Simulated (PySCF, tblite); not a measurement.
# C₅H₁₀BrFGe: geometry, infrared bands and NMR shifts

Wanted: the infrared bands and NMR shifts of C₅H₁₀BrFGe (`[F][Ge@H]1[CH2]C[C@@H](Br)C[CH2]1`), by calculation.

Computed with tblite 0.8.0 and PySCF 2.14.0, with density-fitted response routines of our own, on a single molecule in the gas phase. Atoms count from 0, in the outputs and in this text.

### Step 1. The starting structure

18 atoms, charge 0, multiplicity 1; geometry from: force field or distance geometry start.

Bonds of the start (Å): F0–Ge1 1.75, Ge1–C2 1.96, C2–C3 1.53, C3–C4 1.54, C4–Br5 1.94, C4–C6 1.55, C6–C7 1.53, C7–Ge1 1.95, Ge1–H8 1.55, C2–H9 1.11, C2–H10 1.11, C3–H11 1.12, C3–H12 1.09, C4–H13 1.10, C6–H14 1.11, C6–H15 1.11, C7–H16 1.11, C7–H17 1.11.

### Step 2. Relaxing the molecule with GFN2-xTB

What the job is given:

```
{"job": {"kind": "relax", "xc": "GFN2-xTB", "basis": "xTB"}, "charge": 0, "multiplicity": 1}
F     -1.905800    -1.050700    -1.836200
Ge    -1.571600    -0.864500    -0.133300
C      0.175500    -1.649100     0.281700
C      1.278900    -0.748800    -0.290000
C      1.232600     0.681300     0.281300
Br     2.868300     1.597100    -0.229200
C      0.033000     1.492700    -0.266500
C     -1.300800     1.011900     0.304700
H     -2.684500    -1.503000     0.739300
H      0.269700    -1.739300     1.384300
H      0.223300    -2.659300    -0.175800
H      2.249000    -1.221400    -0.005700
H      1.215700    -0.736500    -1.381900
H      1.207300     0.655900     1.382600
H      0.005800     1.452700    -1.371700
H      0.153700     2.557400     0.036300
H     -2.136500     1.602000    -0.135400
H     -1.322300     1.128000     1.403800
```

The run is started by

```
$ OMP_NUM_THREADS=1 python probes_run.py task.json out
```

This one command runs all jobs of the session in turn.

What it wrote:

```text
step      E/eV     max force
  0    -723.46527    1.154
  1    -723.54665    0.698
  2    -723.58801    0.402
  3    -723.60610    0.416
  4    -723.62411    0.379
  5    -723.64032    0.287
  6    -723.65651    0.310
  7    -723.66666    0.238
  8    -723.67253    0.158
  9    -723.67620    0.131
 10    -723.67906    0.114
 11    -723.68157    0.113
 12    -723.68402    0.125
 13    -723.68622    0.144
 14    -723.68775    0.116
 15    -723.68851    0.077
 16    -723.68896    0.069
 17    -723.68953    0.105
 18    -723.69036    0.124
 19    -723.69127    0.097
 20    -723.69195    0.056
 21    -723.69241    0.048
 22    -723.69287    0.083
 23    -723.69346    0.101
 24    -723.69406    0.072
 25    -723.69448    0.041
 26    -723.69475    0.038
 27    -723.69497    0.066
 28    -723.69519    0.065
 29    -723.69533    0.039
 30    -723.69541    0.020
 31    -723.69546    0.022
 32    -723.69551    0.020
 33    -723.69554    0.015
 34    -723.69557    0.012
 35    -723.69558    0.010
 36    -723.69559    0.011
 37    -723.69561    0.013
 38    -723.69563    0.012
 39    -723.69565    0.011
 40    -723.69566    0.010
```

It took 0.35 s on 1 thread of Arm Neoverse V1, shared host; peak memory 0.18 GiB.

Relaxation path: (not every step is listed)

```
step  energy from step 0 (eV)  largest force (eV/Å)
   0                   0.0000                1.1540
   1                  -0.0814                0.6979
   2                  -0.1227                0.4015
   3                  -0.1408                0.4161
   4                  -0.1588                0.3786
   5                  -0.1750                0.2873
   6                  -0.1912                0.3097
   7                  -0.2014                0.2379
   8                  -0.2073                0.1578
  10                  -0.2138                0.1140
  12                  -0.2188                0.1253
  14                  -0.2225                0.1156
  16                  -0.2237                0.0689
  18                  -0.2251                0.1244
  20                  -0.2267                0.0557
  22                  -0.2276                0.0830
  24                  -0.2288                0.0724
  26                  -0.2295                0.0384
  28                  -0.2299                0.0653
  30                  -0.2301                0.0203
  32                  -0.2302                0.0197
  34                  -0.2303                0.0124
  35                  -0.2303                0.0104
  36                  -0.2303                0.0114
  37                  -0.2303                0.0129
  38                  -0.2304                0.0116
  39                  -0.2304                0.0114
  40                  -0.2304                0.0098
```

Distances of close pairs at the start and the end, largest changes first:

```
  bond  before (Å)  after (Å)  change (Å)
Ge1–C7       1.946      1.986      +0.040
C4–Br5       1.943      1.979      +0.036
Ge1–H8       1.552      1.516      -0.035
Ge1–C2       1.960      1.986      +0.026
 C4–C6       1.548      1.524      -0.024
C7–H16       1.114      1.090      -0.024
C3–H11       1.116      1.094      -0.022
F0–Ge1       1.745      1.766      +0.021
```

The end geometry stands in the next job.

### Step 3. Vibrational analysis with GFN2-xTB

What the job is given:

```
{"job": {"kind": "ir", "xc": "GFN2-xTB", "basis": "xTB"}, "charge": 0, "multiplicity": 1}
F     -1.884537    -1.030936    -1.726616
Ge    -1.580347    -0.877829     0.006583
C      0.209918    -1.687877     0.294579
C      1.274927    -0.755944    -0.286197
C      1.187985     0.657836     0.276760
Br     2.869746     1.596444    -0.176349
C      0.029152     1.487022    -0.264358
C     -1.320549     1.066000     0.319800
H     -2.808030    -1.564986     0.572113
H      0.377293    -1.827160     1.363269
H      0.286892    -2.666319    -0.179094
H      2.264656    -1.170369    -0.071797
H      1.165206    -0.709234    -1.373742
H      1.171625     0.638325     1.370434
H      0.002751     1.386512    -1.353412
H      0.201761     2.542944    -0.035036
H     -2.113947     1.654793    -0.140055
H     -1.343262     1.267096     1.391462
```

What it wrote:

```text
mode    cm-1     km/mol
  1      46.8      5.78
  2     114.3      3.19
  3     124.1      7.02
  4     174.5      3.96
  5     193.5      2.05
  6     223.9      4.45
  7     230.9      4.80
  8     350.5     48.24
  9     360.0      6.77
 10     425.7      8.87
 11     462.9    106.67
 12     534.0      6.96
 13     539.2     10.69
 14     604.2    119.06
 15     610.8     46.63
 16     672.6     33.56
 17     710.8     97.00
 18     784.8     55.44
 19     876.6     10.06
 20     889.2      1.91
 21     986.6     19.66
 22     995.0      0.01
 23    1061.8      0.33
 24    1063.6      0.40
 25    1110.9      1.03
 26    1138.2     18.82
 27    1178.7      0.01
 28    1193.2      4.72
 29    1218.2     16.84
 30    1256.4      0.89
 31    1280.5      1.67
 32    1301.0      0.10
 33    1342.4      5.46
 34    1349.6      9.35
 35    1443.6      3.41
 36    1443.8      4.84
 37    1477.0      1.84
 38    1490.1      1.86
 39    1866.7    542.96
 40    2931.6     11.27
 41    2948.4     15.14
 42    2952.1     38.19
 43    2962.6      3.44
 44    2963.4     40.71
 45    2967.9      0.27
 46    2972.2     85.69
 47    2983.0      2.02
 48    2984.8     25.48
```

Run time: 0.79 s. Hardware: 1 thread of Arm Neoverse V1, shared host; peak memory 0.18 GiB.

Which atoms move in the most intense modes:

```
cm⁻¹  km/mol                                  atoms
 350    48.2   Br5 15 %, C7 14 %, C2 14 %, Ge1 13 %
 463   106.7                      F0 77 %, Ge1 17 %
 604   119.1    H8 40 %, C2 12 %, C7 12 %, Ge1 10 %
 611    46.6                                H8 77 %
 711    97.0   H10 18 %, H16 18 %, C7 15 %, C2 15 %
 785    55.4    C4 23 %, C2 15 %, C7 15 %, H10 11 %
1867   543.0                                H8 98 %
2972    85.7  H17 35 %, H9 29 %, H14 13 %, H12 10 %
```

### Step 4. NMR shieldings: PBE0/pcSseg-1

Same as in step 3 but for these lines:

```diff
@@ -1,2 +1,2 @@
-{"job": {"kind": "ir", "xc": "GFN2-xTB", "basis": "xTB"}, "charge": 0, "multiplicity": 1}
+{"job": {"kind": "nmr", "xc": "PBE0", "basis": "pcSseg-1"}, "charge": 0, "multiplicity": 1}
 F     -1.884537    -1.030936    -1.726616
```

With the program's defaults for keys left out, this is: GIAO PBE0/pcSseg-1 NMR shielding, non-relativistic, gas phase.

What it wrote:

```text
coarse grid: 70672 points
cycle   1  E = -4946.0477420291  dE = -1.153e+00  |g| = 1.278e+00  |ddm| = 3.961e+00
cycle   2  E = -4945.8850416390  dE =  1.627e-01  |g| = 1.523e+00  |ddm| = 1.588e+00
cycle   3  E = -4946.1746630648  dE = -2.896e-01  |g| = 3.111e-01  |ddm| = 1.169e+00
cycle   4  E = -4946.1873581644  dE = -1.270e-02  |g| = 9.456e-02  |ddm| = 2.257e-01
cycle   5  E = -4946.1885187293  dE = -1.161e-03  |g| = 1.856e-02  |ddm| = 7.501e-02
cycle   6  E = -4946.1885831262  dE = -6.440e-05  |g| = 4.718e-03  |ddm| = 2.016e-02
cycle   7  E = -4946.1885878019  dE = -4.676e-06  |g| = 1.764e-03  |ddm| = 5.780e-03
final grid: 147480 points
cycle   8  E = -4946.1885854130  dE =  7.687e-07  |g| = 2.548e-03  |ddm| = 4.153e-03
cycle   9  E = -4946.1885831575  dE =  2.255e-06  |g| = 3.951e-03  |ddm| = 6.155e-03
cycle  10  E = -4946.1885868602  dE = -3.703e-06  |g| = 1.912e-04  |ddm| = 3.900e-03
cycle  11  E = -4946.1885868662  dE = -6.016e-09  |g| = 2.589e-05  |ddm| = 1.547e-04
cycle  12  E = -4946.1885868663  dE = -8.822e-11  |g| = 8.440e-06  |ddm| = 2.245e-05
converged SCF energy = -4946.1885868663

GIAO shielding tensors (ppm)
atom      isotropic    diamagn.    paramagn.     s11        s22        s33       span
  0 F      415.794     476.220     -60.427    378.641    408.277    460.463     81.823
  1 Ge    1261.814    2752.951   -1491.137   1100.823   1233.129   1451.490    350.667
  2 C      163.472     251.140     -87.668    156.845    163.100    170.470     13.625
  3 C      146.754     246.200     -99.446    126.337    143.085    170.840     44.503
  4 C      119.445     243.862    -124.417     84.811    117.803    155.721     70.910
  5 Br    2012.366    3122.371   -1110.005   1233.649   1829.566   2973.884   1740.234
  6 C      146.749     246.199     -99.450    126.318    143.088    170.841     44.524
  7 C      163.494     251.131     -87.638    156.859    163.109    170.513     13.654
  8 H       26.012      26.962      -0.950     18.652     21.367     38.016     19.364
  9 H       30.603      30.322       0.281     25.981     29.081     36.747     10.766
 10 H       30.008      28.972       1.035     24.754     27.613     37.656     12.903
 11 H       28.992      29.746      -0.754     21.458     31.360     34.158     12.700
 12 H       29.255      30.350      -1.095     25.536     30.344     31.885      6.349
 13 H       27.904      30.377      -2.473     22.586     28.604     32.522      9.936
 14 H       29.258      30.352      -1.095     25.534     30.347     31.892      6.358
 15 H       28.993      29.745      -0.752     21.460     31.358     34.159     12.699
 16 H       30.009      28.971       1.038     24.756     27.615     37.655     12.900
 17 H       30.604      30.320       0.283     25.977     29.081     36.753     10.776
```

Wall time 59 s (1 thread of Arm Neoverse V1, shared host); peak memory 1.1 GiB.

The references, computed at this level on geometries of the same kind, shield at (ppm): 1H TMS 31.72, 13C TMS 186.9, 19F CFCl3 170.9, 73Ge GeMe4 1331, 79Br HBr 2622. Their shielding less the atom's gives the shift. The references are single molecules in the gas phase, so shifts against H2O, NH3, PH3, H3PO4 or CFCl3 are not on the usual liquid scales and can be off by tens of ppm. Atoms listed in one row are averaged.

```
   atoms                                                     environment  σ (ppm)  δ (ppm)
      C4                                             sp3 CH bonded to Br    119.4     67.5
  C3, C6                                               sp3 CH2 in a ring    146.8     40.2
  C2, C7                                            sp3 CH2 bonded to Ge    163.5     23.4
      H8  hydrogen on a germanium bonded to 2 C, F, in a 6-membered ring    26.01     5.71
     H13                              hydrogen on an sp3 CH bonded to Br    27.90     3.81
H11, H15                                hydrogen on an sp3 CH2 in a ring    28.99     2.72
H12, H14                                hydrogen on an sp3 CH2 in a ring    29.26     2.46
H10, H16                             hydrogen on an sp3 CH2 bonded to Ge    30.01     1.71
 H9, H17                             hydrogen on an sp3 CH2 bonded to Ge    30.60     1.11
      F0                                           fluorine bonded to Ge    415.8   -244.8
     Ge1             germanium bonded to 2 C, F, H, in a 6-membered ring     1262       69
     Br5                                             bromine bonded to C     2012      610
```

The run also stored atomic charges by several schemes (e):

```
 atoms  Mulliken    IAO  Hirshfeld  ESP fit
    F0     -0.51  -0.55      -0.27    -0.34
   Ge1      0.90   1.04       0.47     0.53
C2, C7     -0.49  -0.52      -0.15    -0.25
C3, C6     -0.14  -0.25      -0.08     0.05
    C4     -0.30  -0.12       0.00    -0.53
   Br5     -0.14  -0.10      -0.06    -0.10
```

Mayer bond orders: F0–Ge1 0.78, Ge1–C2 0.92, C2–C3 1.01, C3–C4 0.96, C4–Br5 1.03, C4–C6 0.96, C6–C7 1.01, C7–Ge1 0.92.

Ring of atoms Ge1, C2, C3, C4, C6, C7: NICS(0) -1.7, NICS(1) -1.6, NICS(1)zz 5.8 ppm (means of both faces; NICS(1) differs between them: -2.6 and -0.6).

### Step 5. Summary of results

| quantity | value |
| --- | --- |
| strongest single infrared mode (GFN2-xTB) | 1867 cm⁻¹, 543 km/mol |
| zero-point energy (GFN2-xTB) | 85.5 kcal/mol |
| 13C shifts against TMS (PBE0/pcSseg-1, means over atoms taken as alike) | 67.5, 40.2, 23.4 ppm |
| 1H shifts against TMS (PBE0/pcSseg-1, means over atoms taken as alike) | 5.71, 3.81, 2.72, 2.46, 1.71, 1.11 ppm |
| 19F shifts against CFCl3 (PBE0/pcSseg-1) | -244.8 ppm |
| 73Ge shifts against GeMe4 (PBE0/pcSseg-1) | 69 ppm |
| 79Br shifts against HBr (PBE0/pcSseg-1) | 610 ppm |

In words: Over 40 steps the energy fell by 0.230 eV; of the close pairs, Ge1–C7 changed most, 1.946 to 1.986 Å. All 48 modes are real, so the xTB geometry is a minimum. The strongest single mode, at 1867 cm⁻¹, moves mainly H8. GFN2-xTB is a fitted tight-binding method: band positions and strengths are rough. Its intensities can rank the bands wrongly. C4 stands next to heavy halogen, whose spin-orbit shielding this run leaves out, so the computed shift lies too far downfield, most of all for carbon beside Br or I. At PBE0/pcSseg-1: The largest span, 1740 ppm, is at Br5, where the paramagnetic term is -1110 ppm. Spin-orbit coupling is left out, which matters for shieldings and couplings at and beside the heavy atoms.
